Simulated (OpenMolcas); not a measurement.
# Bi: CASSCF and CASPT2 terms and fine-structure levels

Wanted: the level scheme of Bi from active-space wave functions, then second-order correlation.

The numbers are computed with OpenMolcas 26.06 (state-averaged CASSCF and CASPT2, spin-orbit coupling by RASSI with atomic mean-field integrals), except any that are marked as measured or tabulated.

1 further run of the same task is left out (set aside as unsound or not needed).

## 1. What is computed

```
Species                           : Bi (bismuth, Z = 83, 83 electrons)
Basis                             : ANO-RCC-VQZP [9s8p6d4f3g], 118 functions
Scalar Hamiltonian                : DKH2, point nucleus
Inactive shells                   : 1s 2s 2p 3s 3p 3d 4s 4p 4d 4f 5s 5p 5d
Active space                      : 5 electrons in 4 orbitals (6s 6p)
Some configurations of this space : 6p5, 6s 6p4, 6s2 6p3
Orbitals                          : optimised for each spin and parity, averaged over the low roots
```

The outer shells:

6p5
```
6p [↑↓][↑↓][↑ ]
```

6s 6p4
```
6s [↑ ]
6p [↑↓][↑ ][↑ ]
```

6s2 6p3
```
6s [↑↓]
6p [↑ ][↑ ][↑ ]
```

The work runs as a chain of OpenMolcas steps in one folder; each step below is one input file. Labels, J, g values, rates, χT and fits are worked out afterwards by a script from the matrices that RASSI stores.

## 2. GATEWAY and SEWARD: basis and integrals

Input file a.inp:

```
&GATEWAY
Coord
1

Bi 0.0 0.0 0.0
Basis=ANO-RCC-VQZP
Group=XYZ
NoMove
AngMom=0.0 0.0 0.0
AMFI
&SEWARD
```

## 3. Reference wave functions, quartets of odd parity, 1 root

Input file a.inp:

```
&RASSCF
FileOrb=start.orb
Symmetry=2
Spin=4
nActEl=5 0 0
Inactive=20 19
Ras2=1 3
CIRoot=1 1 1
SDav=1
CIMx=300
Iter=120 100
PrWF=0.3
OrbListing=Nothing
MaxOrb=0
Atom
>>> COPY $Project.JobIph JOB001
```

start.orb holds the contracted functions of the basis, ordered by shell, or the orbitals of the step before.

## 4. Reference wave functions, doublets of odd parity, 8 roots

Input file a.inp:

```
&RASSCF
FileOrb=start.orb
Symmetry=2
Spin=2
nActEl=5 0 0
Inactive=20 19
Ras2=1 3
CIRoot=8 8 1
SDav=11
CIMx=300
Iter=120 100
PrWF=0.3
OrbListing=Nothing
MaxOrb=0
Atom
>>> COPY $Project.JobIph JOB002
```

## 5. State interaction with spin-orbit coupling

Input file a.inp:

```
&RASSI
NrOfJobIphs=2 1 8
1
1 2 3 4 5 6 7 8
IphNames
JOB001
JOB002
EJob
SpinOrbit
DIPRint=1.0
SOCoupling=1000.0
Subsets=2
MEES
Property=10
'ANGMOM' 1 'ANGMOM' 2 'ANGMOM' 3 'MLTPL  1' 1 'MLTPL  1' 2 'MLTPL  1' 3
'AMFI' 1 'AMFI' 2 'AMFI' 3 'MLTPL  2' 6
SOProperty=3
'ANGMOM' 1 'ANGMOM' 2 'ANGMOM' 3
```

## 6. CASPT2: IPEA 0, imaginary shift 0.1 (closed shells correlated: 4f 5s 5p 5d)

Input file a.inp:

```
>>> COPY JOB001 $Project.JobIph
&CASPT2
Multistate=1 1
Frozen=14 9
IPEA=0.0
Imaginary=0.1
MaxIter=60
WThr=0.0 0.3 0.05
PrWF=0.5
NoMix
>>> COPY JOB002 $Project.JobIph
&CASPT2
Multistate=8 1 2 3 4 5 6 7 8
Frozen=14 9
IPEA=0.0
Imaginary=0.1
MaxIter=60
WThr=0.0 0.3 0.05
PrWF=0.5
NoMix
```

(Steps that only read results are left out.)

Q: Predict the outcome of this session. Wanted: lowest level; first excited level; spin-orbit lowering of the lowest level; strongest of the lines computed, by gA.

The runs gave:

```
                                                                                   quantity                                                                           value
                                                                                     method  SS-CASPT2, IPEA 0, imaginary shift 0.1 (closed shells correlated: 4f 5s 5p 5d)
                                                                               lowest level                                   6s2 6p3 4S* 3/2, 68 % of that term, g = 1.732
                                                                ground level listed by NIST                                                                          4S°3/2
                                                                        first excited level                                                     6s2 6p3 2D* 3/2 at 1.298 eV
                                                    spin-orbit lowering of the lowest level                                                                       0.6135 eV
strongest of the lines computed, by gA (one parity, so forbidden lines), at CASSCF energies                   6s2 6p3 2P* 3/2 → 6s2 6p3 2D* 3/2, 514.3 nm, A = 6.82e+01 s⁻¹
```

What each method costs and misses:

```csv
method,time of its own steps,time with the reference,mean absolute difference from the measured levels (cm-1)
A. CASSCF,29 s,29 s,1200
"B. SS-CASPT2, IPEA 0, imaginary shift 0.1, +4f 5s 5p 5d",18 s,47 s,1300
```

Times are of one thread on a shared host.

In words: Second-order correlation (method B) scales the levels of the lowest configuration above 5000 cm⁻¹ by 0.84 to 0.96. Method A lies closest to the measured levels (1200 cm⁻¹ on average, level with B) and B farthest (1300). Only the configurations of the active space and the roots asked for are present. The lowest level holds only 68 % of its leading term, so the LS label is a loose one. Not all states of the active space went into the spin-orbit step. Measured levels are paired by their LS label, which is uncertain where the leading share is low. No d shell is active. Spin-orbit splittings of 6p shells come out too small at this level. Only valence configurations of the active space appear, up to the ionisation limit; * or ° marks odd parity.
